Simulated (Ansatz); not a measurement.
This script for Ansatz's Python interface starts 8 runs on CH4BClO, SMILES OBCCl. What input does the engine get in each?

`ch4bclo.py`
```python
# -*- coding: utf-8 -*-
"""Stretching a bond of CH4BClO, the rest held rigid."""

import ansatz
import numpy as np

BASIS_SET = "def2-SVP"
METHOD = "MP2"

GEOMETRY = """
O    -0.39720    1.42330   -0.81260
B     0.13030    0.68170    0.26400
C     0.28330   -0.89100    0.12820
Cl   -0.19450   -1.47950   -1.43460
H    -1.41550    1.47470   -0.65120
H     0.48350    1.24730    1.25070
H    -0.22770   -1.38660    0.95770
H     1.42990   -1.12700    0.24210
"""

ch4bclo = ansatz.Crystal.molecule()
for line in GEOMETRY.strip().splitlines():
    symbol, *xyz = line.split()
    ch4bclo = ch4bclo.atom(symbol, [float(v) for v in xyz])

symbols = [site.symbol for site in ch4bclo.cartesian_sites]
start = np.array([site.position_ang for site in ch4bclo.cartesian_sites])
axis = (start[3] - start[2]) / np.linalg.norm(start[3] - start[2])
moving = [3]
lengths, energies = [1.48, 1.6, 1.74, 1.91, 2.17, 2.61, 3.13, 3.82], []
for length in lengths:
    xyz = start.copy()
    xyz[moving] += (length - np.linalg.norm(start[3] - start[2])) * axis
    point = ansatz.Crystal.molecule()
    for symbol, xyz in zip(symbols, xyz):
        point = point.atom(symbol, xyz.tolist())
    setup = (
        point.calculation()
        .basis(gaussian=BASIS_SET)
        .correlation(METHOD)
    )
    data = setup.run(threads=1, backend="cpu").report
    energies.append(data["free_energy_ev"])
    print(f"r = {length:6.3f} A  E = {energies[-1]:.5f} eV  <S^2> = {abs(data['mean_field']['state']['spin_squared']):.3f}")

print("energy above the lowest point (eV):", [round(e - min(energies), 3) for e in energies])
```

Run 1:
```yaml
crystal:
  periodic: [false, false, false]
  atoms:
    - { symbol: O, position_ang: [-0.3972, 1.4233, -0.8126] }
    - { symbol: B, position_ang: [0.1303, 0.6817, 0.264] }
    - { symbol: C, position_ang: [0.2833, -0.891, 0.1282] }
    - { symbol: Cl, position_ang: [-0.12382000385949642, -1.3924443747829922, -1.2034181289904164] }
    - { symbol: H, position_ang: [-1.4155, 1.4747, -0.6512] }
    - { symbol: H, position_ang: [0.4835, 1.2473, 1.2507] }
    - { symbol: H, position_ang: [-0.2277, -1.3866, 0.9577] }
    - { symbol: H, position_ang: [1.4299, -1.127, 0.2421] }
basis:
  gaussian:
    orbitals: def2-SVP
correlation:
  method: mp2
```

Run 2, against run 1:
```diff
-    - { symbol: Cl, position_ang: [-0.12382000385949642, -1.3924443747829922, -1.2034181289904164] }
+    - { symbol: Cl, position_ang: [-0.15682973390215832, -1.433102026792424, -1.311387166476126] }
```

Run 3, against run 1:
```diff
-    - { symbol: Cl, position_ang: [-0.12382000385949642, -1.3924443747829922, -1.2034181289904164] }
+    - { symbol: Cl, position_ang: [-0.19534108561859714, -1.480535954136761, -1.437351043542787] }
```

Run 4, against run 1:
```diff
-    - { symbol: Cl, position_ang: [-0.12382000385949642, -1.3924443747829922, -1.2034181289904164] }
+    - { symbol: Cl, position_ang: [-0.24210486984570143, -1.5381342944834562, -1.5903071799808752] }
```

Run 5, against run 1:
```diff
-    - { symbol: Cl, position_ang: [-0.12382000385949642, -1.3924443747829922, -1.2034181289904164] }
+    - { symbol: Cl, position_ang: [-0.31362595160480217, -1.626225873837225, -1.8242400945332458] }
```

Run 6, against run 1:
```diff
-    - { symbol: Cl, position_ang: [-0.12382000385949642, -1.3924443747829922, -1.2034181289904164] }
+    - { symbol: Cl, position_ang: [-0.4346616284278957, -1.7753039312051415, -2.2201265653141804] }
```

Run 7, against run 1:
```diff
-    - { symbol: Cl, position_ang: [-0.12382000385949642, -1.3924443747829922, -1.2034181289904164] }
+    - { symbol: Cl, position_ang: [-0.5777037919460971, -1.9514870899126793, -2.6879923944189215] }
```

Run 8, against run 1:
```diff
-    - { symbol: Cl, position_ang: [-0.12382000385949642, -1.3924443747829922, -1.2034181289904164] }
+    - { symbol: Cl, position_ang: [-0.7675097396914029, -2.1852685889669123, -3.308814359961751] }
```

```console
$ python ch4bclo.py
r =  1.480 A  E = -16312.82891 eV  <S^2> = 0.000
r =  1.600 A  E = -16314.09982 eV  <S^2> = 0.000
r =  1.740 A  E = -16314.58842 eV  <S^2> = 0.000
r =  1.910 A  E = -16314.44081 eV  <S^2> = 0.000
r =  2.170 A  E = -16313.60483 eV  <S^2> = 0.000
r =  2.610 A  E = -16311.96556 eV  <S^2> = 0.000
r =  3.130 A  E = -16310.46637 eV  <S^2> = 0.000
r =  3.820 A  E = -16309.39611 eV  <S^2> = 0.000
energy above the lowest point (eV): [1.76, 0.489, 0.0, 0.148, 0.984, 2.623, 4.122, 5.192]
```

Notes:
- Total energies depend on the basis set; only differences at equal settings carry meaning.
- The rest of the molecule is held rigid at a force-field or estimated start geometry, and the basis set is modest; single-reference methods fail as a bond breaks.
- The orbitals are restricted, so S² is zero by construction.
- Toward dissociation an unrestricted state can lie under the restricted one, by tenths of an eV for polar bonds under a functional and by 1 to 2 eV or more for others.
- S² is that of the Hartree-Fock reference.
- Run time: 10 s on 1 thread of Arm Neoverse V1, with other jobs on the host, peak memory 0.23 GiB.

(A comment or docstring line of the script was reworded after the run, the code is as it ran; lines on the test bed's own set-up are left out of the output.)
